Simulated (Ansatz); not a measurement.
# Y3W: the cost of one run

Computed with Ansatz 0.2.0 (DFT r2SCAN, scalar-relativistic, plane waves, PAW, unless a step's input says otherwise).

## Step 1: The structure to begin with

The structure is cubic, space group Pm-3m (No. 221). Conventional cell: a = 4.546 Å, b = 4.546 Å, c = 4.546 Å, α = 90.00°, β = 90.00°, γ = 90.00°. Y (site symmetry 4/mmm) has 8 Y at 3.21 Å and 4 W at 3.21 Å as nearest neighbours. W (site symmetry m-3m) has 12 Y at 3.21 Å as nearest neighbours.

Structure file:

```
Y W
1.0
     4.54648    0.00000    0.00000
     0.00000    4.54648    0.00000
     0.00000    0.00000    4.54648
Y W
3 1
Direct
  0.00000 0.50000 0.50000
  0.50000 0.00000 0.50000
  0.50000 0.50000 0.00000
  0.00000 0.00000 0.00000
```

This is candidate A: Cu3Au (L1_2) type (Pm-3m, No. 221).

(A quick probe on a coarse mesh, which set the mesh and smearing, is not shown.)

## Step 3: Rough relaxation on the coarse mesh (candidate A)

input.yaml

```yaml
crystal:
  lattice:
    - [4.5464841361, 0.0, 0.0]
    - [0.0, 4.5464841361, 0.0]
    - [0.0, 0.0, 4.5464841361]
  atoms:
    - { symbol: "Y", position: [0.0, 0.5, 0.5] }
    - { symbol: "Y", position: [0.5, 0.0, 0.5] }
    - { symbol: "Y", position: [0.5, 0.5, 0.0] }
    - { symbol: W, position: [0.0, 0.0, 0.0] }
basis:
  ecutwfc: 500
kpoints:
  mp_grid: { grid: [4, 4, 4] }
hamiltonian:
  xc: r2scan
scf:
  occupations: { method: gaussian, width: 0.1 }
  lower_state_search: "off"
output:
  forces: true
  stress: true
  eigenvalues: true
relax:
  adjacent_minimum: "off"
  f_tol: 0.04
  max_steps: 70
  cell: { stress_tol: 0.4 }
```

Started as:

```bash
> ansatz run input.yaml --threads 1 --pin off --max-ram 2560MiB --backend cpu --events-out ev --progress --plain --runs-dir out
```

Q: Estimate wall time and peak memory on 1 thread of Intel Xeon Platinum 8259CL at 2.50GHz (Skylake/Cascade Lake), shared host.

About 35 s, with a peak of 0.63 GiB.
